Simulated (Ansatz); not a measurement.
# Li3TeH: properties at the relaxed cell

The task here is to estimate one member of a computed series from the others.

Computed with Ansatz 0.2.0 (DFT PBE and PBEsol (the runs whose input is shown use PBEsol), scalar-relativistic, plane waves, PAW).

## The system as given

The structure is cubic, space group Pm-3m (No. 221). The conventional cell has a = 4.192 Å, b = 4.192 Å, c = 4.192 Å, α = 90.00°, β = 90.00°, γ = 90.00°. Li (site symmetry 4/mmm) is surrounded by 2 H at 2.10 Å and 8 Li at 2.96 Å and 4 Te at 2.96 Å. Te (site symmetry m-3m) is surrounded by 12 Li at 2.96 Å. H (site symmetry m-3m) is surrounded by 6 Li at 2.10 Å.

Coordinates:

```
Li Te H
1.0
     4.19228    0.00000    0.00000
     0.00000    4.19228    0.00000
     0.00000    0.00000    4.19228
Li Te H
3 1 1
Direct
  0.50000 0.00000 0.50000
  0.00000 0.50000 0.50000
  0.50000 0.50000 0.00000
  0.00000 0.00000 0.00000
  0.50000 0.50000 0.50000
```

This cell was relaxed beforehand with the same method: volume 14.74 Å³/atom, gap on the mesh 2.91 eV.

Set-up of the first run:

File input.yaml:

```yaml
crystal:
  lattice:
    - [4.1922815372, 0.0, 0.0]
    - [0.0, 4.1922815372, 0.0]
    - [0.0, 0.0, 4.1922815372]
  atoms:
    - { symbol: Li, position: [0.5, 0.0, 0.5] }
    - { symbol: Li, position: [0.0, 0.5, 0.5] }
    - { symbol: Li, position: [0.5, 0.5, 0.0] }
    - { symbol: Te, position: [0.0, 0.0, 0.0] }
    - { symbol: H, position: [0.5, 0.5, 0.5] }
basis:
  ecutwfc: 420
kpoints:
  mp_grid: { grid: [6, 6, 6] }
hamiltonian:
  xc: pbesol
scf:
  occupations: { method: gaussian, width: 0.02 }
output:
  forces: true
  stress: true
  eigenvalues: true
relax:
  adjacent_minimum: "off"
  f_tol: 0.005
  max_steps: 50
  cell: { stress_tol: 0.05 }
```

Command:

```console
ansatz run input.yaml --threads 2 --pin off --max-ram 5120MiB --backend cpu --events-out ev --progress --plain --runs-dir out
```

Steps of the session up to this table: Relaxing with PBEsol; The cell under PBE+D3(BJ); The cell under LDA; Relaxing with r2SCAN.

One table of the session follows, with a row left open; its other results are not shown here.

It belongs to the step «One structure, several functionals». 

| functional | a (Å) | b (Å) | c (Å) | volume (Å³/atom) | gap on the mesh (eV) |
| --- | --- | --- | --- | --- | --- |
| PBE | 4.192 | 4.192 | 4.192 | 14.74 | 2.91 |
| PBEsol | 4.148 | 4.148 | 4.148 | 14.28 | 2.88 |
| PBE+D3(BJ) | 4.074 | 4.074 | 4.074 | 13.53 | 2.92 |
| LDA | 4.085 | 4.085 | 4.085 | 13.63 | 2.91 |
| r2SCAN | ? | ? | ? | ? | ? |

Q: Estimate the row for r2SCAN from the others.

The run gave: a (Å): 4.198; b (Å): 4.198; c (Å): 4.198; volume (Å³/atom): 14.80; gap on the mesh (eV): 3.41. In the column «a (Å)» it is the highest.
